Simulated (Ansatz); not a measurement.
# MgReO4 (Cmmm): convergence test of the k-point mesh

How fine a k-point mesh does MgReO4 (Cmmm) need? The task is a convergence test of the k-point mesh, for MgReO4 (Cmmm).

Program: Ansatz 0.2.0, driven from Python. Level of theory: DFT LDA, plane waves, PAW. These are calculated values, not measurements.

## (1) Starting point

The structure is orthorhombic, space group Cmmm (No. 65). Conventional cell: a = 6.523 Å, b = 6.727 Å, c = 3.104 Å, α = 90.00°, β = 90.00°, γ = 90.00°. Mg (site symmetry mmm) has 6 O at 2.10 Å as nearest neighbours. Re (site symmetry mmm) has 6 O at 1.85 to 2.00 Å as nearest neighbours. Around O (site symmetry 2mm) lie 1 Re at 1.85 Å and 2 Mg at 2.10 Å. O (site symmetry m2m) has 2 Re at 2.00 Å and 1 Mg at 2.10 Å as nearest neighbours.

The script holds or builds the structure itself.

## (2) The code

The input, kconv_mgreo4.py:

```python
'''Convergence of MgReO4 with the k-point mesh.'''

import csv
import warnings

import ansatz as az

warnings.simplefilter('ignore', az.DeckWarning)

lattice = az.Lattice.of(
    [3.261559, -3.3636, 0.0],
    [3.261559, 3.3636, 0.0],
    [0.0, 0.0, 3.103569],
)
sites = [
    ('Mg', [0.0, 0.0, 0.0]),
    ('Re', [0.5, 0.5, 0.5]),
    ('O', [0.216773, 0.216773, 0.5]),
    ('O', [0.688016, 0.311984, 0.0]),
    ('O', [0.311984, 0.688016, 0.0]),
    ('O', [0.783227, 0.783227, 0.5]),
]
structure = az.Crystal(lattice=lattice)
for symbol, position in sites:
    structure = structure.atom(symbol, position)

model = (
    structure.calculation()
    .basis(21 * az.Ha)
    .scf(tolerance=1e-09)
    .functional('lda')
    .occupations('cold', width=0.05)
)

rows = []
for value in [1.0, 0.6, 0.4, 0.3]:
    rep = model.kpoints(spacing=value).run().report
    rows.append((value, rep['free_energy_ev'] / len(rep['lattice']['sites']), rep['n_iterations'], rep['n_kpoints']))

with open('kconv.csv', 'w', newline='') as handle:
    writer = csv.writer(handle)
    writer.writerow(['spacing (1/A)', 'F/atom (eV)', 'iterations', 'k-points'])
    writer.writerows([round(v, 5) if isinstance(v, float) else v for v in row] for row in rows)

# the last row is the reference
for row in rows[:-1]:
    shift = 1000 * (row[1] - rows[-1][1])
    print(f'{row[0]}: {shift:+.2f} meV/atom' + ('  (within 2 meV)' if abs(shift) < 2 else ''))
```

## (3) Running it

Launch:

```bash
$ python kconv_mgreo4.py
```

Output:

```text
1.0: -0.90 meV/atom  (within 2 meV)
0.6: -20.44 meV/atom
0.4: -1.93 meV/atom  (within 2 meV)
```

It took 25 s on 1 thread of Intel Xeon at 2.70GHz, shared host; peak memory 0.47 GiB.

File kconv.csv afterwards:

```csv
spacing (1/A),F/atom (eV),iterations,k-points
1.0,-2455.32219,11,6
0.6,-2455.34173,9,12
0.4,-2455.32322,11,28
0.3,-2455.32129,11,36
```

## (4) The runs side by side

The 4 runs, in the order started:

```csv
run,k spacing,energy from run 4 (meV/atom),SCF cycles,CPU time (s)
1,1,-0.90,11,2.3
2,0.6,-20.44,9,3
3,0.4,-1.93,11,9
4,0.3,0.00,11,8.6
```

Energies are free energies F = E - TS of the smeared occupations. 

## (5) Results

| quantity | value |
| --- | --- |
| runs compared | 4 |
| last run but one, from the last | -1.93 meV/atom |
| within 5 meV/atom of the last run from | 0.4 |

In words: From a spacing of 0.4 (4×4×6) on it stays within 2 meV an atom of the value at a spacing of 0.3 (5×5×7); the first row (a spacing of 1.0 (2×2×3)) is off by 0.9 meV and the last but one by 1.93 meV. That rests on few rows after larger swings, so the series isn't shown to be converged. It goes up and down, since the sum over k-points isn't variational. The last run costs about 3.7 times the first. What to keep in mind:
- The cell holds an odd number of electrons and is run without spin, so a magnetic state may lie lower.
- A row within the bound is followed by one outside it, so the series isn't shown to be converged.
- Spin-orbit coupling, which matters for elements this heavy, is left out.
- The structure comes from a database of computed cells and needn't be a stable or known phase.
- Shifts are counted from the finest mesh, which is itself no proven limit.
